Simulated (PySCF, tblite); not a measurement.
# C2H7Ge2N: a rotation path, then NMR shifts on frames

How do NMR shifts of C2H7Ge2N (`C#[C][GeH2][NH][GeH3]`) change as the atoms move?

Programs: tblite 0.8.0 and PySCF 2.14.0, with density-fitted response routines of our own. Each step states its level of theory. These are calculated values for one molecule in the gas phase, unless marked as measured. Atoms count from 0, in the outputs and in this text.

**1. The molecule as given**

12 atoms, charge 0, multiplicity 1; geometry from: GFN2-xTB.

Bonds of the start (Å): C0–C1 1.20, C1–Ge2 1.91, Ge2–N3 1.82, N3–Ge4 1.82, C0–H5 1.05, Ge2–H6 1.50, Ge2–H7 1.50, N3–H8 1.01, Ge4–H9 1.50, Ge4–H10 1.49, Ge4–H11 1.50.

**2. A band between two rotamers with GFN2-xTB**

What the job is given:

```
{"job": {"kind": "neb", "xc": "GFN2-xTB", "basis": "xTB", "atoms": [1, 2, 3, 4], "turn": 120}, "charge": 0, "multiplicity": 1}
C      2.553401     1.455326     0.436310
C      1.937067     0.513548     0.010963
Ge     0.863456    -0.941472    -0.590722
N     -0.748970    -0.997509     0.256085
Ge    -2.021483     0.289951     0.100618
H      3.113283     2.273688     0.792554
H      0.587686    -0.761885    -2.050973
H      1.560931    -2.236024    -0.282453
H     -0.721660    -1.442928     1.162302
H     -1.637148     1.596420     0.739363
H     -2.232944     0.500354    -1.361504
H     -3.252421    -0.250154     0.761429
```

Level: GFN2-xTB climbing-image nudged elastic band, gas phase.

Run with:

```sh
$ OMP_NUM_THREADS=1 python probes_run.py task.json out
```

This one command runs all jobs of the session in turn.

What it wrote:

```text
image   E - E0 / eV
  0      -0.0000
  1       0.0058
  2       0.0199
  3       0.0359
  4       0.0467
  5       0.0492
  6       0.0434
  7       0.0337
  8       0.0220
```

It took 8.9 s on 1 thread, shared host.

The final band, with the dihedral C1–Ge2–N3–Ge4:

```
image  dihedral (°)  energy (eV)  energy (kcal/mol)
    0            65        0.000                0.0
    1            79        0.006                0.1
    2            95        0.020                0.5
    3           111        0.036                0.8
    4           127        0.047                1.1
    5           142        0.049                1.1
    6           156        0.043                1.0
    7           170        0.034                0.8
    8           185        0.022                0.5
```

**3. Shielding tensors: image 0, PBE0/pcSseg-1**

What the job is given:

```
{"job": {"kind": "nmr", "xc": "PBE0", "basis": "pcSseg-1", "pop": false}, "charge": 0, "multiplicity": 1}
C      2.553400     1.455300     0.436300
C      1.937100     0.513500     0.011000
Ge     0.863500    -0.941500    -0.590700
N     -0.749000    -0.997500     0.256100
Ge    -2.021500     0.290000     0.100600
H      3.113300     2.273700     0.792600
H      0.587700    -0.761900    -2.051000
H      1.560900    -2.236000    -0.282500
H     -0.721700    -1.442900     1.162300
H     -1.637100     1.596400     0.739400
H     -2.232900     0.500400    -1.361500
H     -3.252400    -0.250200     0.761400
```

With the program's defaults for keys left out, this is: GIAO PBE0/pcSseg-1 NMR shielding, non-relativistic, gas phase.

What it wrote:

```text
coarse grid: 47616 points
cycle   1  E = -4287.8374833064  dE = -9.002e-01  |g| = 1.290e+00  |ddm| = 3.556e+00
cycle   2  E = -4287.7481565365  dE =  8.933e-02  |g| = 1.391e+00  |ddm| = 1.468e+00
cycle   3  E = -4287.9609304761  dE = -2.128e-01  |g| = 2.276e-01  |ddm| = 9.540e-01
cycle   4  E = -4287.9704328569  dE = -9.502e-03  |g| = 8.985e-02  |ddm| = 2.253e-01
cycle   5  E = -4287.9719344828  dE = -1.502e-03  |g| = 1.108e-02  |ddm| = 7.510e-02
cycle   6  E = -4287.9719463311  dE = -1.185e-05  |g| = 8.487e-03  |ddm| = 1.265e-02
cycle   7  E = -4287.9719639027  dE = -1.757e-05  |g| = 1.179e-03  |ddm| = 6.123e-03
cycle   8  E = -4287.9719641863  dE = -2.836e-07  |g| = 2.584e-04  |ddm| = 1.033e-03
final grid: 97088 points
cycle   9  E = -4287.9719809958  dE = -1.570e-08  |g| = 3.617e-04  |ddm| = 1.420e-03
cycle  10  E = -4287.9719809322  dE =  6.367e-08  |g| = 6.278e-04  |ddm| = 6.271e-04
cycle  11  E = -4287.9719810161  dE = -8.393e-08  |g| = 1.287e-04  |ddm| = 4.413e-04
cycle  12  E = -4287.9719810195  dE = -3.438e-09  |g| = 6.538e-06  |ddm| = 8.463e-05
cycle  13  E = -4287.9719810195  dE = -1.273e-11  |g| = 3.057e-06  |ddm| = 7.688e-06
converged SCF energy = -4287.9719810195

GIAO shielding tensors (ppm)
atom      isotropic    diamagn.    paramagn.     s11        s22        s33       span
  0 C       84.409     260.003    -175.594     -0.896      4.748    249.375    250.271
  1 C       97.916     269.958    -172.042     -3.689      5.062    292.374    296.062
  2 Ge    1449.669    2754.039   -1304.370   1340.005   1409.744   1599.259    259.254
  3 N      275.249     328.601     -53.351    255.080    263.672    306.995     51.915
  4 Ge    1467.640    2756.033   -1288.394   1339.317   1405.167   1658.435    319.118
  5 H       29.810      33.485      -3.675     24.487     24.761     40.183     15.696
  6 H       27.101      28.113      -1.012     20.359     22.587     38.358     17.999
  7 H       26.826      27.146      -0.319     19.650     21.941     38.888     19.239
  8 H       32.458      33.334      -0.877     21.433     29.694     46.246     24.812
  9 H       26.921      29.758      -2.837     19.416     23.096     38.252     18.836
 10 H       27.469      29.313      -1.844     20.635     23.400     38.372     17.737
 11 H       27.202      28.510      -1.308     20.101     22.318     39.186     19.085
```

Wall time 70 s (1 thread, shared host).

The references, computed at this level on geometries of the same kind, shield at (ppm): 1H TMS 31.72, 13C TMS 186.9, 15N NH3 267.7, 73Ge GeMe4 1331. Their shielding less the atom's gives the shift. The references are single molecules in the gas phase, so shifts against H2O, NH3, PH3, H3PO4 or CFCl3 are not on the usual liquid scales and can be off by tens of ppm. Each atom is listed at this fixed geometry, with no averaging over motion; a spectrum would average atoms that exchange fast.

```
atoms                             environment  σ (ppm)  δ (ppm)
   C0                  terminal alkyne carbon     84.4    102.5
   C1                           alkyne carbon     97.9     89.0
   H7  hydrogen on a germanium bonded to C, N    26.83     4.89
   H9     hydrogen on a germanium bonded to N    26.92     4.80
   H6  hydrogen on a germanium bonded to C, N    27.10     4.62
  H11     hydrogen on a germanium bonded to N    27.20     4.52
  H10     hydrogen on a germanium bonded to N    27.47     4.25
   H5    hydrogen on a terminal alkyne carbon    29.81     1.91
   H8   hydrogen on a nitrogen bonded to 2 Ge    32.46    -0.74
  Ge2           germanium bonded to C, N, 2 H     1450     -119
  Ge4              germanium bonded to N, 3 H     1468     -137
   N3              nitrogen bonded to 2 Ge, H    275.2     -7.5
```

**4. NMR shieldings: image 2, PBE0/pcSseg-1**

What the job is given:

```
{"job": {"kind": "nmr", "xc": "PBE0", "basis": "pcSseg-1", "pop": false}, "charge": 0, "multiplicity": 1}
C      2.846600     1.279200     0.591600
C      2.085500     0.495200     0.087900
Ge     0.835400    -0.755200    -0.619700
N     -0.686600    -0.803700     0.377300
Ge    -2.186900     0.150600     0.016400
H      3.523900     1.965400     1.016000
H      0.442400    -0.355700    -2.006100
H      1.457900    -2.122900    -0.572300
H     -0.531100    -1.000800     1.356000
H     -2.017100     1.633500     0.207200
H     -2.516800    -0.123700    -1.414800
H     -3.251800    -0.362600     0.934500
```

Method: GIAO PBE0/pcSseg-1 NMR shielding, non-relativistic, gas phase.

What it wrote:

```text
coarse grid: 47616 points
cycle   1  E = -4287.8368408034  dE = -8.965e-01  |g| = 1.291e+00  |ddm| = 3.558e+00
cycle   2  E = -4287.7459000598  dE =  9.094e-02  |g| = 1.394e+00  |ddm| = 1.454e+00
cycle   3  E = -4287.9605880849  dE = -2.147e-01  |g| = 2.281e-01  |ddm| = 9.498e-01
cycle   4  E = -4287.9701761605  dE = -9.588e-03  |g| = 8.966e-02  |ddm| = 2.233e-01
cycle   5  E = -4287.9716522497  dE = -1.476e-03  |g| = 1.285e-02  |ddm| = 7.456e-02
cycle   6  E = -4287.9716742869  dE = -2.204e-05  |g| = 8.733e-03  |ddm| = 1.363e-02
cycle   7  E = -4287.9716928403  dE = -1.855e-05  |g| = 1.133e-03  |ddm| = 6.354e-03
cycle   8  E = -4287.9716931103  dE = -2.700e-07  |g| = 2.333e-04  |ddm| = 1.007e-03
final grid: 97088 points
cycle   9  E = -4287.9716415097  dE = -3.244e-08  |g| = 2.993e-04  |ddm| = 1.475e-03
cycle  10  E = -4287.9716414769  dE =  3.282e-08  |g| = 4.803e-04  |ddm| = 4.955e-04
cycle  11  E = -4287.9716415222  dE = -4.527e-08  |g| = 1.146e-04  |ddm| = 3.413e-04
cycle  12  E = -4287.9716415251  dE = -2.915e-09  |g| = 6.856e-06  |ddm| = 7.690e-05
cycle  13  E = -4287.9716415251  dE = -8.185e-12  |g| = 2.973e-06  |ddm| = 9.343e-06
converged SCF energy = -4287.9716415251

GIAO shielding tensors (ppm)
atom      isotropic    diamagn.    paramagn.     s11        s22        s33       span
  0 C       84.810     260.162    -175.352     -1.005      5.173    250.261    251.266
  1 C       97.585     268.865    -171.280     -5.205      5.111    292.850    298.054
  2 Ge    1445.772    2754.054   -1308.282   1349.233   1391.021   1597.063    247.830
  3 N      277.153     328.928     -51.775    247.468    267.300    316.691     69.222
  4 Ge    1461.249    2755.471   -1294.222   1337.432   1390.655   1655.659    318.226
  5 H       29.850      33.483      -3.633     24.619     24.695     40.235     15.616
  6 H       27.159      28.385      -1.226     20.432     23.193     37.852     17.420
  7 H       26.728      27.149      -0.421     19.265     21.990     38.928     19.663
  8 H       32.712      33.790      -1.078     21.635     30.365     46.136     24.500
  9 H       26.916      29.192      -2.277     19.351     22.951     38.445     19.094
 10 H       27.417      28.854      -1.437     20.368     23.575     38.310     17.941
 11 H       27.161      28.320      -1.160     20.088     22.371     39.024     18.936
```

Wall time 63 s (1 thread, shared host).

In short: δ C0 102.1, C1 89.3, Ge2 -115, Ge4 -130, H7 4.99, H9 4.80 ppm.

**5. Nuclear shieldings: image 5, PBE0/pcSseg-1**

What the job is given:

```
{"job": {"kind": "nmr", "xc": "PBE0", "basis": "pcSseg-1", "pop": false}, "charge": 0, "multiplicity": 1}
C      3.209400     0.947000     0.745800
C      2.269600     0.424500     0.206500
Ge     0.786400    -0.408700    -0.640700
N     -0.644200    -0.390300     0.486600
Ge    -2.355800    -0.121900    -0.047400
H      4.035400     1.403700     1.214000
H      0.431600     0.325700    -1.901400
H      1.148100    -1.835400    -0.954500
H     -0.438200    -0.155200     1.445600
H     -2.604700     1.296900    -0.487200
H     -2.600800    -1.030600    -1.208500
H     -3.235500    -0.456300     1.115200
```

Method: GIAO PBE0/pcSseg-1 NMR shielding, non-relativistic, gas phase.

What it wrote:

```text
coarse grid: 47616 points
cycle   1  E = -4287.8347134090  dE = -8.943e-01  |g| = 1.294e+00  |ddm| = 3.571e+00
cycle   2  E = -4287.7389473418  dE =  9.577e-02  |g| = 1.404e+00  |ddm| = 1.478e+00
cycle   3  E = -4287.9588865119  dE = -2.199e-01  |g| = 2.290e-01  |ddm| = 9.877e-01
cycle   4  E = -4287.9686162044  dE = -9.730e-03  |g| = 8.997e-02  |ddm| = 2.291e-01
cycle   5  E = -4287.9700560082  dE = -1.440e-03  |g| = 1.717e-02  |ddm| = 7.590e-02
cycle   6  E = -4287.9701134718  dE = -5.746e-05  |g| = 8.481e-03  |ddm| = 1.565e-02
cycle   7  E = -4287.9701306562  dE = -1.718e-05  |g| = 1.034e-03  |ddm| = 6.270e-03
cycle   8  E = -4287.9701308878  dE = -2.316e-07  |g| = 1.984e-04  |ddm| = 9.770e-04
final grid: 97088 points
cycle   9  E = -4287.9700800062  dE = -1.542e-08  |g| = 2.441e-04  |ddm| = 1.082e-03
cycle  10  E = -4287.9700799878  dE =  1.842e-08  |g| = 3.759e-04  |ddm| = 3.816e-04
cycle  11  E = -4287.9700800131  dE = -2.525e-08  |g| = 9.385e-05  |ddm| = 2.615e-04
cycle  12  E = -4287.9700800150  dE = -1.954e-09  |g| = 4.935e-06  |ddm| = 6.010e-05
cycle  13  E = -4287.9700800150  dE = -1.273e-11  |g| = 1.907e-06  |ddm| = 6.229e-06
converged SCF energy = -4287.9700800150

GIAO shielding tensors (ppm)
atom      isotropic    diamagn.    paramagn.     s11        s22        s33       span
  0 C       83.664     259.802    -176.137     -3.422      1.892    252.523    255.945
  1 C       99.524     266.905    -167.381     -1.864      7.434    293.001    294.864
  2 Ge    1447.572    2754.031   -1306.459   1334.066   1410.992   1597.659    263.593
  3 N      289.951     329.676     -39.725    240.318    295.354    334.180     93.862
  4 Ge    1467.905    2754.802   -1286.897   1331.511   1415.740   1656.463    324.952
  5 H       29.830      33.186      -3.356     24.571     24.596     40.323     15.751
  6 H       26.892      28.358      -1.467     19.776     23.113     37.785     18.009
  7 H       26.720      27.578      -0.859     19.349     21.985     38.825     19.476
  8 H       32.872      34.334      -1.462     20.978     30.903     46.736     25.758
  9 H       27.034      28.478      -1.444     19.552     22.806     38.744     19.192
 10 H       27.459      28.487      -1.028     20.300     23.561     38.515     18.216
 11 H       27.230      28.063      -0.833     20.165     22.487     39.038     18.873
```

It took 58 s on 1 thread, shared host.

This run: δ C0 103.3, C1 87.4, Ge2 -117, Ge4 -137, H7 5.00, H6 4.83 ppm.

**6. NMR shieldings: image 6, PBE0/pcSseg-1**

What the job is given:

```
{"job": {"kind": "nmr", "xc": "PBE0", "basis": "pcSseg-1", "pop": false}, "charge": 0, "multiplicity": 1}
C      3.288800     0.820300     0.783000
C      2.304400     0.399500     0.234400
Ge     0.767000    -0.280200    -0.651400
N     -0.645800    -0.262000     0.500400
Ge    -2.375700    -0.217200    -0.047300
H      4.151300     1.188600     1.263100
H      0.470000     0.556600    -1.866600
H      1.021100    -1.703200    -1.061200
H     -0.463700     0.154600     1.400900
H     -2.756300     1.098300    -0.675800
H     -2.539900    -1.295200    -1.068400
H     -3.220200    -0.460700     1.162900
```

With the program's defaults for keys left out, this is: GIAO PBE0/pcSseg-1 NMR shielding, non-relativistic, gas phase.

What it wrote:

```text
coarse grid: 47616 points
cycle   1  E = -4287.8344554083  dE = -8.960e-01  |g| = 1.294e+00  |ddm| = 3.574e+00
cycle   2  E = -4287.7368403744  dE =  9.762e-02  |g| = 1.407e+00  |ddm| = 1.491e+00
cycle   3  E = -4287.9583141033  dE = -2.215e-01  |g| = 2.318e-01  |ddm| = 1.003e+00
cycle   4  E = -4287.9683493772  dE = -1.004e-02  |g| = 9.038e-02  |ddm| = 2.329e-01
cycle   5  E = -4287.9697937678  dE = -1.444e-03  |g| = 1.789e-02  |ddm| = 7.644e-02
cycle   6  E = -4287.9698577849  dE = -6.402e-05  |g| = 8.501e-03  |ddm| = 1.602e-02
cycle   7  E = -4287.9698750043  dE = -1.722e-05  |g| = 1.031e-03  |ddm| = 6.292e-03
cycle   8  E = -4287.9698752384  dE = -2.341e-07  |g| = 1.948e-04  |ddm| = 9.769e-04
final grid: 97088 points
cycle   9  E = -4287.9698555676  dE = -1.033e-08  |g| = 2.596e-04  |ddm| = 9.277e-04
cycle  10  E = -4287.9698555367  dE =  3.081e-08  |g| = 4.428e-04  |ddm| = 4.195e-04
cycle  11  E = -4287.9698555766  dE = -3.983e-08  |g| = 9.424e-05  |ddm| = 3.052e-04
cycle  12  E = -4287.9698555784  dE = -1.779e-09  |g| = 4.029e-06  |ddm| = 5.748e-05
cycle  13  E = -4287.9698555784  dE = -1.091e-11  |g| = 1.569e-06  |ddm| = 5.892e-06
converged SCF energy = -4287.9698555784

GIAO shielding tensors (ppm)
atom      isotropic    diamagn.    paramagn.     s11        s22        s33       span
  0 C       83.495     259.792    -176.297     -3.098      0.126    253.458    256.555
  1 C       99.913     266.486    -166.573     -1.049      7.915    292.871    293.920
  2 Ge    1447.478    2754.077   -1306.599   1329.866   1413.040   1599.529    269.663
  3 N      289.163     329.450     -40.287    241.130    294.041    332.318     91.187
  4 Ge    1470.765    2754.706   -1283.941   1328.059   1423.870   1660.366    332.307
  5 H       29.832      33.140      -3.308     24.550     24.573     40.373     15.823
  6 H       26.782      28.224      -1.442     19.591     22.790     37.965     18.374
  7 H       26.796      27.826      -1.030     19.583     22.102     38.703     19.120
  8 H       32.808      34.307      -1.498     20.823     30.919     46.682     25.859
  9 H       27.078      28.299      -1.221     19.692     22.713     38.829     19.136
 10 H       27.498      28.484      -0.986     20.416     23.524     38.553     18.137
 11 H       27.245      28.016      -0.771     20.157     22.501     39.077     18.920
```

Run time: 59 s. Hardware: 1 thread, shared host.

Key values: δ C0 103.4, C1 87.0, Ge2 -117, Ge4 -140, H6 4.93, H7 4.92 ppm.

**7. Nuclear shieldings: image 8, PBE0/pcSseg-1**

What the job is given:

```
{"job": {"kind": "nmr", "xc": "PBE0", "basis": "pcSseg-1", "pop": false}, "charge": 0, "multiplicity": 1}
C      3.300200     0.554900     0.900200
C      2.323500     0.317500     0.239300
Ge     0.749600    -0.034200    -0.765400
N     -0.632500     0.018600     0.420500
Ge    -2.356400    -0.382900     0.018500
H      4.164500     0.757300     1.467500
H      0.638900     0.994400    -1.866600
H      0.774600    -1.413000    -1.352200
H     -0.518800     0.705100     1.152400
H     -2.991000     0.600800    -0.929300
H     -2.344200    -1.730800    -0.623100
H     -3.107300    -0.388300     1.312200
```

Method: GIAO PBE0/pcSseg-1 NMR shielding, non-relativistic, gas phase.

What it wrote:

```text
coarse grid: 47616 points
cycle   1  E = -4287.8347652825  dE = -8.969e-01  |g| = 1.294e+00  |ddm| = 3.575e+00
cycle   2  E = -4287.7336636978  dE =  1.011e-01  |g| = 1.412e+00  |ddm| = 1.508e+00
cycle   3  E = -4287.9582954564  dE = -2.246e-01  |g| = 2.393e-01  |ddm| = 1.019e+00
cycle   4  E = -4287.9691083528  dE = -1.081e-02  |g| = 9.216e-02  |ddm| = 2.381e-01
cycle   5  E = -4287.9705856269  dE = -1.477e-03  |g| = 2.154e-02  |ddm| = 7.772e-02
cycle   6  E = -4287.9706886271  dE = -1.030e-04  |g| = 8.110e-03  |ddm| = 1.795e-02
cycle   7  E = -4287.9707040275  dE = -1.540e-05  |g| = 1.002e-03  |ddm| = 6.190e-03
cycle   8  E = -4287.9707042478  dE = -2.204e-07  |g| = 1.974e-04  |ddm| = 9.756e-04
final grid: 97088 points
cycle   9  E = -4287.9706672261  dE = -1.568e-08  |g| = 2.384e-04  |ddm| = 1.165e-03
cycle  10  E = -4287.9706672113  dE =  1.487e-08  |g| = 3.562e-04  |ddm| = 3.560e-04
cycle  11  E = -4287.9706672319  dE = -2.068e-08  |g| = 8.949e-05  |ddm| = 2.422e-04
cycle  12  E = -4287.9706672338  dE = -1.804e-09  |g| = 4.834e-06  |ddm| = 5.744e-05
cycle  13  E = -4287.9706672338  dE = -1.364e-11  |g| = 1.422e-06  |ddm| = 6.634e-06
converged SCF energy = -4287.9706672338

GIAO shielding tensors (ppm)
atom      isotropic    diamagn.    paramagn.     s11        s22        s33       span
  0 C       84.109     259.749    -175.640     -3.393      2.378    253.342    256.734
  1 C       99.255     266.840    -167.586     -2.640      7.662    292.742    295.382
  2 Ge    1445.678    2754.162   -1308.484   1333.092   1404.830   1599.114    266.022
  3 N      280.556     328.990     -48.434    244.448    275.569    321.649     77.201
  4 Ge    1470.603    2754.720   -1284.117   1331.519   1416.824   1663.465    331.947
  5 H       29.851      33.188      -3.338     24.531     24.618     40.403     15.871
  6 H       26.624      27.801      -1.177     19.398     22.036     38.437     19.039
  7 H       26.995      28.186      -1.191     20.112     22.604     38.271     18.159
  8 H       32.715      34.291      -1.576     20.816     31.249     46.079     25.262
  9 H       27.094      28.105      -1.011     19.725     22.573     38.985     19.260
 10 H       27.463      28.612      -1.149     20.445     23.519     38.425     17.980
 11 H       27.222      28.135      -0.913     20.140     22.558     38.966     18.826
```

Run time: 55 s. Hardware: 1 thread, shared host.

In short: δ C0 102.8, C1 87.7, Ge2 -115, Ge4 -140, H6 5.09, H7 4.72 ppm.

**8. Side by side: NMR shifts**

Shifts (ppm) of some atoms, chosen among heavy atoms and hydrogens apart, with basis size and wall time:

```
  frame     C0    C1    H6     H8   Ge2   Ge4     N3  functions  time
image 0  102.5  89.0  4.62  -0.74  -119  -137   -7.5        168  70 s
image 2  102.1  89.3  4.56  -1.00  -115  -130   -9.4        168  63 s
image 5  103.3  87.4  4.83  -1.16  -117  -137  -22.2        168  58 s
image 6  103.4  87.0  4.93  -1.09  -117  -140  -21.4        168  59 s
image 8  102.8  87.7  5.09  -1.00  -115  -140  -12.8        168  55 s
```

**9. Outcome**

| quantity | value |
| --- | --- |
| barrier | 0.049 eV (1.1 kcal/mol) at image 5 |
| end to end (GFN2-xTB) | 0.022 eV |
| 13C shifts against TMS (PBE0/pcSseg-1, image 0) | 102.5, 89.0 ppm |
| 1H shifts against TMS (PBE0/pcSseg-1, image 0) | 4.89, 4.80, 4.62, 4.52, 4.25, 1.91, -0.74 ppm |
| 73Ge shifts against GeMe4 (PBE0/pcSseg-1, image 0) | -119, -137 ppm |
| 15N shifts against NH3 (PBE0/pcSseg-1, image 0) | -7.5 ppm |
| range of the shift of N3 | -22.2 to -7.5 ppm |

What this shows: Along the band the dihedral turns by 121°, and the top (dihedral 142°) lies 1.1 kcal/mol above the start (GFN2-xTB, rough), so at room temperature this motion is fast. Ends this close can change order at a higher level. The top was not checked by a frequency run. Shifts at one fixed geometry are not the observed spectrum, which averages over the motion. In the first frame run (image 0): The largest span, 319 ppm, is at Ge4, where the paramagnetic term is -1288 ppm. Across the 5 runs the shift of N3 moves most, between -22.2 (image 5) and -7.5 ppm (image 0). Spin-orbit coupling is left out, which matters for shieldings and couplings at and beside the heavy atoms.
